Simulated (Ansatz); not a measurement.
# CdPd: one contact scaled

How do energy and force answer when the Cd1–Pd2 bond of CdPd is squeezed or stretched? Methods of the runs shown: LAPW and crystal datasets. Companion runs by PAW are cited. Its runs: the reference run (LAPW); shortest bond scaled by 1 (crystal datasets); shortest bond scaled by 0.88 (LAPW); shortest bond scaled by 0.7 (LAPW); shortest bond scaled by 0.64 (LAPW and crystal datasets).

Method: DFT PBEsol, with the methods named in each step, in Ansatz 0.2.0.

1 further run of the same task is left out (it didn't finish). Runs told in other sessions of the task aren't counted.

## (1) Starting point

Symmetry: P4/mmm, No. 123, tetragonal system. The conventional cell has a = 3.028 Å, b = 3.028 Å, c = 3.631 Å, α = 90.00°, β = 90.00°, γ = 90.00°. Cd (site symmetry 4/mmm) is surrounded by 8 Pd at 2.81 Å and 4 Cd at 3.03 Å. Pd (site symmetry 4/mmm) has 8 Cd at 2.81 Å and 4 Pd at 3.03 Å in its first shell of neighbours.

As a file:

```xyz
2
Lattice="3.0276 0.0000 0.0000 0.0000 3.0276 0.0000 0.0000 0.0000 3.6310" Properties=species:S:1:pos:R:3 pbc="T T T"
Cd    0.0000    0.0000    0.0000
Pd    1.5138    1.5138    1.8155
```

Atoms are numbered in the order of the input: Cd1, Pd2.

## (2) The bond as given, LAPW

Input file input.yaml:

```yaml
crystal:
  lattice:
    - [3.0276, 0.0, 0.0]
    - [0.0, 3.0276, 0.0]
    - [0.0, 0.0, 3.631]
  atoms:
    - { symbol: Cd, position: [0.0, 0.0, 0.0] }
    - { symbol: Pd, position: [0.5, 0.5, 0.5] }
kpoints:
  mp_grid: { grid: [10, 10, 8] }
scf:
  occupations: { method: fermi_dirac, width: 0.05 }
hamiltonian:
  xc: pbesol
  pseudopotentials: { kind: all_electron, lapw: { basis_error: 0.001 } }
output:
  forces: true
  stress: true
  eigenvalues: true
  populations: true
```

Started as:

```sh
$ ansatz run input.yaml --threads 1 --pin off --max-ram 2048MiB --backend cpu --events-out ev --progress --plain --runs-dir out
```

The log of the run (excerpt; [...] marks lines left out):

```text
Cd: projections on atomic orbitals take those of the free atom 1s2 2s2 2p6 3s2 3p6 3d10 4s2 4p6 4d10 5s2, of charge +0.00 (hamiltonian.pseudopotentials.projection_atoms)
Pd: projections on atomic orbitals take those of the free atom 1s2 2s2 2p6 3s2 3p6 3d10 4s2 4p6 4d10, of charge +0.00 (hamiltonian.pseudopotentials.projection_atoms)
LAPW: plane waves up to 8.200 Å⁻¹, error target 1.0e-3 eV per atom; small_component_spin mean_spin; Pd in spheres of 1.401 Å, 28 of its electrons in bands, Dirac shells []; Cd in spheres of 1.406 Å, 20 of its electrons in bands, Dirac shells []
[...]
Pseudopotentials: kind: all_electron
Pseudopotential: Cd, LAPW, valence charge 20, Koelling and Harmon's equation, gaussian nucleus
Pseudopotential: Pd, LAPW, valence charge 28, Koelling and Harmon's equation, gaussian nucleus
Functional definition: PBEsol
[...]
Crystal: 2 atoms, lattice volume = 33.283 Å³
Basis set: ecut = 256.16874679841277 eV, 293 PW (Γ), exchange–correlation at level 2
Bands: 29, of which v1, the nominal top of the filled ones, is band 24 counted from 1 (23 counted from 0)
Symmetry: 16 space group operations
Space group: P4/mmm (ITA 123), of the structure as read, at distance tolerance 3.2e-5 Å
k-points: 105 of 800
[...]
SCF iter   1: F=—  HF=-289407.784283 eV  |F-HF|=—  |Δ(HF+E_count)|=         —  Δρ=5.04e-2  dr2=9.94e-1  ethr=2.07e-3  ⟨swp⟩=2.0  Hψ=19975  notcnv=0
[...]
SCF iter  10: F=-289406.426554 eV  HF=-289406.426554 eV  |F-HF|=1.24e-7  |Δ(HF+E_count)|=   1.29e-8  Δρ=9.98e-6  dr2=7.44e-8  ethr=2.63e-10  ⟨swp⟩=2.0  Hψ=8738  notcnv=0
[...]
SCF converged after 10 iterations
Free energy (F): -289406.426554 eV
[...]
E sigma→0 (E₀):  -289406.425092 eV
Entropy (-TS):   -0.002924 eV (-1.462 meV/atom)
Fermi energy:    19.787220 eV
[...]
--- Forces (eV/Å), atoms counted from 1 ---
  atom   1  Cd    -0.00000000     0.00000000     0.00000000
  atom   2  Pd     0.00000000     0.00000000     0.00000000
[...]
--- Stress (GPa, compression-positive) ---
       -1.509414       0.000000       0.000000
        0.000000      -1.509414       0.000000
        0.000000       0.000000      -1.034127
  P = ⅓ Tr σ = -1.3510 GPa (-13.510 kbar)
--- Band table (eV; the first three rows and the last of 105) ---
[...]
--- Löwdin populations: 2 sites ---
  site symbol       q [e]
     0     Cd     47.4791
     1     Pd     45.6483
  spilling = 0.009283 (of n_electrons = 94.000000)
```

Wall time 41 s (1 thread of Arm Neoverse V1, shared host); peak memory 0.48 GiB.

Result: pressure -1.35 GPa; no gap.

## (3) Shortest bond scaled by 1, crystal datasets

Edit input.yaml of step 2 so:

```diff
@@ -14,3 +14,3 @@
   xc: pbesol
-  pseudopotentials: { kind: all_electron, lapw: { basis_error: 0.001 } }
+  pseudopotentials: { kind: all_electron, datasets: crystal }
 output:
@@ -19,2 +19,2 @@
   eigenvalues: true
-  populations: true
+  efg: { contact_densities: true }
```

Started as:

```sh
$ ansatz run input.yaml --threads 1 --pin off --max-ram 2048MiB --backend cpu --events-out ev --progress --plain --runs-dir out
```

The log of the run (excerpt; [...] marks lines left out):

```text
[...]
Pd, Cd: output.efg is read without spin–orbit coupling, which moves field gradients at and beside such atoms by some per cent and up to a factor of two; PAW files take it under magnetization.noncollinear and magnetization.spin_orbit
[...]
[... 1 set-up line as earlier in the session ...]
Pseudopotential: Cd, paw, valence charge 20, recommended cutoff 260 eV (normal), Koelling and Harmon's equation, gaussian nucleus
Pseudopotential: Pd, paw, valence charge 18, recommended cutoff 260 eV (normal), Koelling and Harmon's equation, gaussian nucleus
[... 1 set-up line as earlier in the session ...]
[...]
Crystal: 2 atoms, lattice volume = 33.283 Å³
Basis set: ecut = 260 eV, 309 PW (Γ), exchange–correlation on 32×32×40 points (8 copies of the dense FFT grid, shifted against one another)
Bands: 15, of which v1, the nominal top of the filled ones, is band 11 counted from 1 (10 counted from 0)
[...]
  atom   1  Cd    -0.00000000     0.00000000     0.00000000
  atom   2  Pd     0.00000000    -0.00000000     0.00000000
[...]
--- Stress (GPa, compression-positive) ---
       -1.509467       0.000000       0.000000
        0.000000      -1.509467       0.000000
        0.000000       0.000000      -1.033347
  P = ⅓ Tr σ = -1.3508 GPa (-13.508 kbar)
  It holds what live shells' own plane waves past their cutoff add
--- PAW observables at the nuclei: V_zz in 10²¹ V/m², potentials from the cell's mean, atoms counted from 1 ---
  atom   1  Cd V_zz =    -3.674710   η = 0.0000   by run symmetry: allowed
            electrostatic potential = -7712.900290 V   contact ρ = 1034374.415209 e/Å³
  atom   2  Pd V_zz =    +3.477556   η = 0.0000   by run symmetry: allowed
            electrostatic potential = -7251.886520 V   contact ρ = 864331.948367 e/Å³
--- Band table (eV; the first three rows and the last of 105) ---
  k-point 0: bands = ["10.4139", "10.5646", "11.1136", "11.4658", "11.4658", "11.7205", "16.2209", "16.6165", "18.0379", "18.0379", "18.3102", "22.8305", "27.8417"]
[...]
```

Run time: 15 s. Hardware: 1 thread of Arm Neoverse V1, shared host; peak memory 0.56 GiB.

Result: pressure -1.35 GPa; no gap; Vzz Cd1 -3.67 (η = 0.00), Pd2 3.48 (η = 0.00) (10²¹ V/m²).

## (4) Shortest bond scaled by 0.88, LAPW

Input file input.yaml:

```yaml
crystal:
  lattice:
    - [3.0276, 0.0, 0.0]
    - [0.0, 3.0276, 0.0]
    - [0.0, 0.0, 3.631]
  atoms:
    - { symbol: Cd, position: [-0.03, -0.03, -0.03] }
    - { symbol: Pd, position: [0.53, 0.53, 0.53] }
kpoints:
  mp_grid: { grid: [10, 10, 8] }
scf:
  occupations: { method: fermi_dirac, width: 0.05 }
hamiltonian:
  xc: pbesol
  pseudopotentials: { kind: all_electron, lapw: { basis_error: 0.001 } }
output:
  forces: true
  stress: true
  eigenvalues: true
  populations: true
```

Started as:

```sh
$ ansatz run input.yaml --threads 1 --pin off --max-ram 2048MiB --backend cpu --events-out ev --progress --plain --runs-dir out
```

The log of the run (excerpt; [...] marks lines left out):

```text
Cd: projections on atomic orbitals take those of the free atom 1s2 2s2 2p6 3s2 3p6 3d10 4s2 4p6 4d10 5s2, of charge +0.00 (hamiltonian.pseudopotentials.projection_atoms)
Pd: projections on atomic orbitals take those of the free atom 1s2 2s2 2p6 3s2 3p6 3d10 4s2 4p6 4d10, of charge +0.00 (hamiltonian.pseudopotentials.projection_atoms)
LAPW: plane waves up to 9.467 Å⁻¹, error target 1.0e-3 eV per atom; small_component_spin mean_spin; Pd in spheres of 1.229 Å, 34 of its electrons in bands, Dirac shells []; Cd in spheres of 1.241 Å, 30 of its electrons in bands, Dirac shells []
[...]
[... 1 set-up line as earlier in the session ...]
Pseudopotential: Cd, LAPW, valence charge 30, Koelling and Harmon's equation, gaussian nucleus
Pseudopotential: Pd, LAPW, valence charge 34, Koelling and Harmon's equation, gaussian nucleus
[... 1 set-up line as earlier in the session ...]
[...]
Crystal: 2 atoms, lattice volume = 33.283 Å³
[...]
SCF iter  10: F=-289406.072503 eV  HF=-289406.072503 eV  |F-HF|=3.10e-8  |Δ(HF+E_count)|=   1.24e-7  Δρ=9.43e-6  dr2=3.86e-8  ethr=6.19e-10  ⟨swp⟩=2.0  Hψ=25011  notcnv=0
[...]
SCF converged after 10 iterations
Free energy (F): -289406.072503 eV
[...]
E sigma→0 (E₀):  -289406.070915 eV
Entropy (-TS):   -0.003176 eV (-1.588 meV/atom)
Fermi energy:    19.820385 eV
[...]
--- Forces (eV/Å), atoms counted from 1 ---
  atom   1  Cd     1.12291467     1.12291467     1.85623375
  atom   2  Pd    -1.12292378    -1.12292378    -1.85620550
[...]
--- Stress (GPa, compression-positive) ---
        4.860313       2.875429       5.226721
        2.875429       4.860313       5.226721
        5.226721       5.226721       6.965459
  P = ⅓ Tr σ = 5.5620 GPa (55.620 kbar)
--- Band table (eV; the first three rows and the last of 227) ---
[...]
--- Löwdin populations: 2 sites ---
  site symbol       q [e]
     0     Cd     47.4861
     1     Pd     45.6544
  spilling = 0.009143 (of n_electrons = 94.000000)
```

It took 3.6 min on 1 thread of Arm Neoverse V1, shared host; peak memory 0.81 GiB.

In short: pressure 5.56 GPa; no gap; largest force 2.443 eV/Å.

## (5) Shortest bond scaled by 0.7, LAPW

Edit input.yaml of step 4 so:

```diff
@@ -6,4 +6,4 @@
   atoms:
-    - { symbol: Cd, position: [-0.03, -0.03, -0.03] }
-    - { symbol: Pd, position: [0.53, 0.53, 0.53] }
+    - { symbol: Cd, position: [-0.075, -0.075, -0.075] }
+    - { symbol: Pd, position: [0.575, 0.575, 0.575] }
 kpoints:
```

Started as:

```sh
$ ansatz run input.yaml --threads 1 --pin off --max-ram 2048MiB --backend cpu --events-out ev --progress --plain --runs-dir out
```

The log of the run (excerpt; [...] marks lines left out):

```text
Cd: projections on atomic orbitals take those of the free atom 1s2 2s2 2p6 3s2 3p6 3d10 4s2 4p6 4d10 5s2, of charge +0.00 (hamiltonian.pseudopotentials.projection_atoms)
Pd: projections on atomic orbitals take those of the free atom 1s2 2s2 2p6 3s2 3p6 3d10 4s2 4p6 4d10, of charge +0.00 (hamiltonian.pseudopotentials.projection_atoms)
LAPW: plane waves up to 12.049 Å⁻¹, error target 1.0e-3 eV per atom; small_component_spin mean_spin; Pd in spheres of 0.973 Å, 36 of its electrons in bands, Dirac shells []; Cd in spheres of 0.992 Å, 38 of its electrons in bands, Dirac shells []
[...]
[... 1 set-up line as earlier in the session ...]
Pseudopotential: Cd, LAPW, valence charge 38, Koelling and Harmon's equation, gaussian nucleus
Pseudopotential: Pd, LAPW, valence charge 36, Koelling and Harmon's equation, gaussian nucleus
[... 1 set-up line as earlier in the session ...]
[...]
Crystal: 2 atoms, lattice volume = 33.283 Å³
[...]
SCF iter   8: F=-289401.861583 eV  HF=-289401.861583 eV  |F-HF|=5.36e-9  |Δ(HF+E_count)|=   2.71e-8  Δρ=7.36e-6  dr2=1.20e-8  ethr=3.21e-10  ⟨swp⟩=3.0  Hψ=29489  notcnv=0
[...]
SCF converged after 8 iterations
Free energy (F): -289401.861583 eV
[...]
E sigma→0 (E₀):  -289401.858136 eV
Entropy (-TS):   -0.006895 eV (-3.447 meV/atom)
Fermi energy:    19.895060 eV
[...]
--- Forces (eV/Å), atoms counted from 1 ---
  atom   1  Cd    10.07448059    10.07448059    13.45299846
  atom   2  Pd   -10.07444337   -10.07444337   -13.45291635
[...]
--- Stress (GPa, compression-positive) ---
       57.948748      43.329249      58.644020
       43.329249      57.948748      58.644020
       58.644020      58.644020      76.658022
  P = ⅓ Tr σ = 64.1852 GPa (641.852 kbar)
--- Band table (eV; the first three rows and the last of 227) ---
[...]
--- Löwdin populations: 2 sites ---
  site symbol       q [e]
     0     Cd     47.5097
     1     Pd     45.6862
  spilling = 0.008554 (of n_electrons = 94.000000)
```

It took 6.7 min on 1 thread of Arm Neoverse V1, shared host; peak memory 1.2 GiB.

This run gives: pressure 64.19 GPa; no gap; largest force 19.595 eV/Å.

## (6) Shortest bond scaled by 0.64, LAPW

Edit input.yaml of step 5 so:

```diff
@@ -6,4 +6,4 @@
   atoms:
-    - { symbol: Cd, position: [-0.075, -0.075, -0.075] }
-    - { symbol: Pd, position: [0.575, 0.575, 0.575] }
+    - { symbol: Cd, position: [-0.09, -0.09, -0.09] }
+    - { symbol: Pd, position: [0.59, 0.59, 0.59] }
 kpoints:
```

Started as:

```sh
$ ansatz run input.yaml --threads 1 --pin off --max-ram 2048MiB --backend cpu --events-out ev --progress --plain --runs-dir out
```

The log of the run (excerpt; [...] marks lines left out):

```text
Cd: projections on atomic orbitals take those of the free atom 1s2 2s2 2p6 3s2 3p6 3d10 4s2 4p6 4d10 5s2, of charge +0.00 (hamiltonian.pseudopotentials.projection_atoms)
Pd: projections on atomic orbitals take those of the free atom 1s2 2s2 2p6 3s2 3p6 3d10 4s2 4p6 4d10, of charge +0.00 (hamiltonian.pseudopotentials.projection_atoms)
LAPW: plane waves up to 13.160 Å⁻¹, error target 1.0e-3 eV per atom; small_component_spin mean_spin; Pd in spheres of 0.888 Å, 36 of its electrons in bands, Dirac shells []; Cd in spheres of 0.908 Å, 38 of its electrons in bands, Dirac shells []
[...]
[... 4 set-up lines as earlier in the session ...]
[...]
Crystal: 2 atoms, lattice volume = 33.283 Å³
[...]
SCF iter   8: F=-289397.155655 eV  HF=-289397.155655 eV  |F-HF|=5.82e-11  |Δ(HF+E_count)|=  2.33e-10  Δρ=5.60e-6  dr2=6.67e-9  ethr=2.11e-10  ⟨swp⟩=3.0  Hψ=29894  notcnv=0
[...]
SCF converged after 8 iterations
Free energy (F): -289397.155655 eV
[...]
E sigma→0 (E₀):  -289397.152856 eV
Entropy (-TS):   -0.005598 eV (-2.799 meV/atom)
Fermi energy:    19.996889 eV
[...]
--- Forces (eV/Å), atoms counted from 1 ---
  atom   1  Cd    20.16675920    20.16675920    25.79238058
  atom   2  Pd   -20.16672916   -20.16672916   -25.79233254
[...]
--- Stress (GPa, compression-positive) ---
      104.260219      85.373354     110.463759
       85.373354     104.260219     110.463759
      110.463759     110.463759     139.597604
  P = ⅓ Tr σ = 116.0393 GPa (1160.393 kbar)
--- Band table (eV; the first three rows and the last of 227) ---
[...]
--- Löwdin populations: 2 sites ---
  site symbol       q [e]
     0     Cd     47.5001
     1     Pd     45.6917
  spilling = 0.008598 (of n_electrons = 94.000000)
```

It took 9.9 min on 1 thread of Arm Neoverse V1, shared host; peak memory 1.5 GiB.

Read from it: pressure 116.04 GPa; no gap; largest force 38.453 eV/Å.

## (7) Shortest bond scaled by 0.64, crystal datasets

Edit input.yaml of step 6 so:

```diff
@@ -14,3 +14,3 @@
   xc: pbesol
-  pseudopotentials: { kind: all_electron, lapw: { basis_error: 0.001 } }
+  pseudopotentials: { kind: all_electron, datasets: crystal }
 output:
@@ -19,2 +19,2 @@
   eigenvalues: true
-  populations: true
+  efg: { contact_densities: true }
```

Started as:

```sh
$ ansatz run input.yaml --threads 1 --pin off --max-ram 2048MiB --backend cpu --events-out ev --progress --plain --runs-dir out
```

The log of the run (excerpt; [...] marks lines left out):

```text
[...]
Pd, Cd: output.efg is read without spin–orbit coupling, which moves field gradients at and beside such atoms by some per cent and up to a factor of two; PAW files take it under magnetization.noncollinear and magnetization.spin_orbit
[...]
[... 1 set-up line as earlier in the session ...]
Pseudopotential: Cd, paw, valence charge 20, recommended cutoff 700 eV (normal), Koelling and Harmon's equation, gaussian nucleus
Pseudopotential: Pd, paw, valence charge 18, recommended cutoff 700 eV (normal), Koelling and Harmon's equation, gaussian nucleus
[... 1 set-up line as earlier in the session ...]
[...]
Crystal: 2 atoms, lattice volume = 33.283 Å³
Basis set: ecut = 700 eV, 1399 PW (Γ), exchange–correlation on 54×54×64 points (8 copies of the dense FFT grid, shifted against one another)
Bands: 23, of which v1, the nominal top of the filled ones, is band 19 counted from 1 (18 counted from 0)
Symmetry: 2 space group operations
Space group: Cm (ITA 8), of the structure as read, at distance tolerance 3.2e-5 Å
[...]
WARN: these bands are not tested for levels that they lack, and near the highest can lack one: the memory that the run is held to, or that of a device that it solves on, left no room for the test
[...]
In the spheres:  the bands' charges fall short by 8.3e-8 e at most (sound up to 1e-3)
Fermi energy:    19.996899 eV
[...]
  The terms above E_closure are by the made datasets' own strengths, without shells solved beside the bands.
--- Forces (eV/Å), atoms counted from 1 ---
  atom   1  Cd    20.16796241    20.16796241    25.79385288
  atom   2  Pd   -20.16801600   -20.16801600   -25.79396479
[...]
--- Stress (GPa, compression-positive) ---
      104.267060      85.378900     110.470460
       85.378900     104.267060     110.470460
      110.470460     110.470460     139.607760
  P = ⅓ Tr σ = 116.0473 GPa (1160.473 kbar)
--- PAW observables at the nuclei: V_zz in 10²¹ V/m², potentials from the cell's mean, atoms counted from 1 ---
  atom   1  Cd V_zz =    +8.630233   η = 0.2989   by run symmetry: allowed
            electrostatic potential = -7712.979938 V   contact ρ = 1034427.713835 e/Å³
  atom   2  Pd V_zz =    +6.181770   η = 0.3668   by run symmetry: allowed
            electrostatic potential = -7252.239255 V   contact ρ = 864353.245915 e/Å³
--- Band table (eV; the first three rows and the last of 227) ---
[... band rows left out ...]
[...]
```

Run time: 2.5 min. Hardware: 1 thread of Arm Neoverse V1, shared host; peak memory 1.7 GiB.

In short: pressure 116.05 GPa; largest force 38.456 eV/Å; Vzz Cd1 8.63 (η = 0.30), Pd2 6.18 (η = 0.37) (10²¹ V/m²).

## (8) The series in one table

Rows by PAW come from runs of the same series that aren't printed here.

Force along the bond: half the difference of the two atoms' forces, positive where it pushes them apart.

| method | length (Å) | F from the given length (eV/cell) | force along the bond (eV/Å) | pressure (GPa) | largest force (eV/Å) |
| --- | --- | --- | --- | --- | --- |
| LAPW | 1.796 | 9.271 | 38.434 | 116.04 | 38.453 |
| LAPW | 1.965 | 4.565 | 19.567 | 64.19 | 19.595 |
| LAPW | 2.470 | 0.354 | 2.412 | 5.56 | 2.443 |
| LAPW | 2.807 | 0.000 | 0.000 | -1.35 | 0.000 |
| PAW | 1.628 | 18.467 | 75.220 | 204.21 | 75.233 |
| PAW | 1.796 | 9.271 | 38.332 | 115.72 | 38.351 |
| PAW | 1.965 | 4.564 | 19.604 | 64.29 | 19.632 |
| PAW | 2.470 | 0.353 | 2.408 | 5.56 | 2.439 |
| PAW | 2.807 | 0.000 | 0.000 | -1.32 | 0.000 |
| crystal datasets | 1.796 | – | 38.436 | 116.05 | 38.456 |
| crystal datasets | 2.807 | – | 0.000 | -1.35 | 0.000 |

## (9) Outcome

```
                                                           quantity       value
            force along the bond, positive apart, at 1.796 Å (LAPW)  38.43 eV/Å
             force along the bond, positive apart, at 1.796 Å (PAW)  38.33 eV/Å
force along the bond, positive apart, at 1.796 Å (crystal datasets)  38.44 eV/Å
                               length at zero force (straight line)      2.81 Å
```

**Reading.** At 1.80 Å the force along the bond is 38.43 eV/Å by LAPW, and the energy stands 9.27 eV over the given length. A straight line between 2.47 and 2.81 Å puts zero force near 2.81 Å, a rough figure over so wide a step. There symmetry makes it vanish whatever the lattice constant, so this is no computed equilibrium length. With two atoms in the cell whole sublattices move, so the other contacts between the two sublattices change too; at scales over 1 some of them become the shortest. PAW's force differs from LAPW's by at most 102 meV/Å, at 1.80 Å.
